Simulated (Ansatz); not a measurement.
The system is BPd4.

```
Pd B
1.0
     2.89203    0.00000    0.00000
     0.00000    4.36501    0.00000
     0.00000    0.00000    5.85632
Pd B
4 1
Direct
  0.50000 0.00000 0.19758
  0.00000 0.00000 0.61947
  0.00000 0.50000 0.32916
  0.50000 0.50000 0.86756
  0.50000 0.00000 0.86323
```

The cell comes from a database or a generator and needn't be the stable form of this composition.

```yaml
Program: Ansatz 0.2.0
Task: relaxation of cell and atoms
Functional: LDA
Potentials_or_basis: Ansatz PAW
Cutoff: "420 eV (not typed: the program's choice for these potentials)"
k_mesh: 9 × 6 × 5
Occupations: fermi-dirac, width 0.05 eV
Spin: no spin polarisation
```

At the start: volume 14.79 Å³/atom.

Q: Where does the relaxation end?

A: It ends after 8 steps and the volume is 13.60 Å³/atom (-8.0 %); space group Pmm2 (No. 25, to 0.05 Å).

The path:
```csv
step,energy change (eV),largest force (eV/Å),volume (Å³)
1,0.0000,0.2280,73.93
2,-0.2062,0.8094,65.81
3,-0.2710,0.1656,68.54
4,-0.2735,0.2024,68.22
5,-0.2784,0.0332,67.95
6,-0.2788,0.0218,68.00
7,-0.2788,0.0013,68.00
8,-0.2767,0.0015,68.00
```

Final structure:
```
CELL_PARAMETERS angstrom
2.76429 0.00000 0.00000
0.00000 4.26631 0.00000
0.00000 0.00000 5.76635
ATOMIC_POSITIONS crystal
Pd 0.50000 0.00000 0.19313
Pd 0.00000 0.00000 0.61082
Pd 0.00000 0.50000 0.33235
Pd 0.50000 0.50000 0.88093
B 0.50000 0.00000 0.85978
```

Caveat: the plane-wave basis is chosen anew once the cell has moved, so the energies of steps on either side of that aren't comparable; the PAW data sets come from PBE, with cores solved anew for the run's functional, which leaves a small shift of forces and pressure.
